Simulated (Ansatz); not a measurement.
**GeH5O (doublet): the correlation ladder at distance Ge1–H5 along a hydrogen transfer = 1.806 Å, cc-pVDZ**

Aim: climb from Hartree-Fock through coupled cluster and multireference methods for GeH5O (doublet) at one geometry and basis, and see what each rung misses.

Method: cc-pVDZ, core rule «outside noble gas», up to 15 orbitals frozen; program: Ansatz 0.2.0, Gaussian basis.

Plan: UHF; CCSD(T) on ROHF; CCSD(T) on UHF; BCCD(T) on ROHF; CISD; CCSDT(Q) on ROHF; CCSDT(Q) on UHF; CASSCF and MRCISD+Q, 3 electrons in 3 orbitals; CASSCF and NEVPT2, 3 electrons in 3 orbitals.

### Step 1. What is computed

The geometry derives from fragments relaxed apart (PBE0/def2-TZVP) and kept rigid, so it is no stationary point. A hydrogen atom is moved between rigid fragments. No spin-orbit coupling is included. The filled d shell of Ge may be among the frozen orbitals whatever the setting's name suggests; the logs give the count.

7 atoms, charge 0, spin multiplicity 2.

Atoms are counted from 1 here; the program's logs count them from 0.

Bond lengths: Ge1–H2 1.534 Å, Ge1–H3 1.534 Å, Ge1–H4 1.534 Å, Ge1–H5 1.806 Å, H5–O6 1.098 Å, O6–H7 0.973 Å. Angles: H2–Ge1–H3 109.5°, H2–Ge1–H4 109.5°, H2–Ge1–H5 109.5°, H3–Ge1–H4 109.5°, H3–Ge1–H5 109.5°, H4–Ge1–H5 109.5°, Ge1–H5–O6 180.0°, H5–O6–H7 105.0°.

Coordinates:

```xyz
7
charge 0, multiplicity 2
Ge   -0.5329    0.0101    0.0000
H    -1.0443    1.4567    0.0000
H    -1.0443   -0.7132    1.2528
H    -1.0443   -0.7132   -1.2528
H     1.2731    0.0101    0.0000
O     2.3711    0.0101    0.0000
H     2.6230   -0.9298    0.0000
```

### Step 2. UHF

File in.yaml:

```yaml
crystal:
  periodic: [false, false, false]
  atoms:
    - {symbol: Ge, position_ang: [-0.532851, 0.010113, 0.000000]}
    - {symbol: H, position_ang: [-1.044301, 1.456713, 0.000001]}
    - {symbol: H, position_ang: [-1.044300, -0.713187, 1.252791]}
    - {symbol: H, position_ang: [-1.044301, -0.713186, -1.252792]}
    - {symbol: H, position_ang: [1.273149, 0.010113, 0.000000]}
    - {symbol: O, position_ang: [2.371149, 0.010113, 0.000000]}
    - {symbol: H, position_ang: [2.623008, -0.929837, -0.000001]}
basis:
  gaussian: {orbitals: cc-pVDZ}
magnetization: {spin_polarized: true, initial_magnetization: 1}
hamiltonian: {xc: hf}
output: {orbitals: {seedname: orbitals}}
```

Started as:

```sh
ansatz run in.yaml --threads 1 --pin off --events-out ev --progress --plain --max-ram 2816MiB --backend cpu
```

Further steps of the session: CCSD(T) on ROHF; CCSD(T) on UHF; BCCD(T) on ROHF; CISD; CCSDT(Q) on ROHF; CCSDT(Q) on UHF; CASSCF and MRCISD+Q, 3 electrons in 3 orbitals; CASSCF and NEVPT2, 3 electrons in 3 orbitals.

Q: Predict the results of all the runs planned. Wanted: UCCSDT(Q) below the RHF energy; RMP2 from UCCSDT(Q); UMP2 from UCCSDT(Q); RCCSD from UCCSDT(Q); RCCSD(T) from UCCSDT(Q); UCCSD(T) from UCCSDT(Q); RCCSDT(Q) from UCCSDT(Q); NEVPT2 pair from UCCSDT(Q); MRCISD+Q pair from UCCSDT(Q).

The runs gave:

```
                         quantity                                value
   UCCSDT(Q) below the RHF energy                           -9.6207 eV
              RMP2 from UCCSDT(Q)                          +1130.6 meV
              UMP2 from UCCSDT(Q)                          +1183.5 meV
             RCCSD from UCCSDT(Q)                           +233.5 meV
          RCCSD(T) from UCCSDT(Q)                            +45.3 meV
          UCCSD(T) from UCCSDT(Q)                            +42.8 meV
         RCCSDT(Q) from UCCSDT(Q)                             +3.3 meV
       NEVPT2 pair from UCCSDT(Q)                          +1164.4 meV
     MRCISD+Q pair from UCCSDT(Q)                           +147.4 meV
levels within 1 kcal/mol (43 meV)  UCCSD(T), RCCSDT, UCCSDT, RCCSDT(Q)
                    T1 diagnostic                                0.017
```

RCCSD(T) lands +45.3 meV from the yardstick (0.5 % of the correlation energy). Of the multireference levels listed MRCISD+Q pair comes nearest in total energy (+147.4 meV), which doesn't show that its space is the better one. These misses are within one basis, not against nature; the frozen cores of restricted and unrestricted runs differ, which can shift their rows.
